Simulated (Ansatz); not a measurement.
From input file to script: CH3K, SMILES [CH3][K] in Ansatz 0.2.0.

```yaml
crystal:
  periodic: [false, false, false]
  atoms:
    - { symbol: C, position_ang: [-0.2203, 0.0443, -0.1066] }
    - { symbol: K, position_ang: [1.9961, -0.7428, 0.8798] }
    - { symbol: H, position_ang: [-1.1222, -0.1293, 0.581] }
    - { symbol: H, position_ang: [-0.3889, -0.4218, -1.0816] }
    - { symbol: H, position_ang: [-0.2147, 1.1759, -0.3139] }
basis:
  gaussian:
    orbitals: def2-TZVP
hamiltonian:
  xc: r2scan
relax:
  f_tol: 0.02
  max_steps: 100
```

The script, `opt_ch3k.py`:
```python
"""Geometry optimisation of CH3K."""

import itertools

import ansatz as az
from ase import Atoms
from ase.data import atomic_numbers, covalent_radii
import numpy as np


def main() -> None:
    atoms = Atoms(["C", "K", "H", "H", "H"], positions=[
        (-0.2203, 0.0443, -0.1066),
        (1.9961, -0.7428, 0.8798),
        (-1.1222, -0.1293, 0.581),
        (-0.3889, -0.4218, -1.0816),
        (-0.2147, 1.1759, -0.3139),
    ])
    geometry = az.Crystal.molecule_from_ase(atoms)

    base = (
        geometry.calculation()
        .basis(gaussian="def2-TZVP")
        .functional("r2scan")
    )
    symbols = [site.symbol for site in geometry.cartesian_sites]
    start = np.array([site.position_ang for site in geometry.cartesian_sites], dtype=float)
    r = base.relax(force_tolerance=0.02, max_steps=100).run(threads=1, backend="cpu").report
    end = np.array(r["positions_ang"])

    for key in ("converged", "free_energy_ev", "reference_energy_ev", "n_frozen", "n_occupied", "n_virtual"):
        print(f"{key:22s} {r[key]}")

    # pairs closer than 1.2 times the sum of covalent radii, before or after
    radius = [covalent_radii[atomic_numbers[s]] for s in symbols]
    span = lambda where, i, j: np.linalg.norm(where[i] - where[j])
    bonded = [(i, j) for i, j in itertools.combinations(range(len(symbols)), 2) if min(span(start, i, j), span(end, i, j)) < 1.2 * (radius[i] + radius[j])]
    print("pair        before    after (A)")
    for i, j in bonded:
        print(f"{symbols[i]}{i}-{symbols[j]}{j}".ljust(10), f"{span(start, i, j):8.4f} {span(end, i, j):8.4f}")
    with open("ch3k_opt.xyz", "w") as handle:
        handle.write(f"{len(symbols)}\nrelaxed CH3K\n")
        handle.writelines(f"{s:2s} {x:11.6f} {y:11.6f} {z:11.6f}\n" for s, (x, y, z) in zip(symbols, end))


if __name__ == "__main__":
    main()
```

```console
$ python opt_ch3k.py
converged              True
free_energy_ev         -17408.155503035632
reference_energy_ev    -17408.155503035632
n_frozen               0
n_occupied             [14, 14]
n_virtual              [68, 68]
pair        before    after (A)
C0-K1        2.5505   2.6863
C0-H2        1.1473   1.0991
C0-H3        1.0938   1.0991
C0-H4        1.1504   1.0991
```

Reading the output:
- These settings explore the input space; basis and method may be short of convergence.
- The end point is the stationary point reached from this start; no frequency run checks that it is a minimum, and the basis set is modest.
- The whole script took 23 s on 1 thread of Arm Neoverse V2 (shared host), peak memory 0.22 GiB.

(Lines on the test bed's own set-up are left out of the output.)
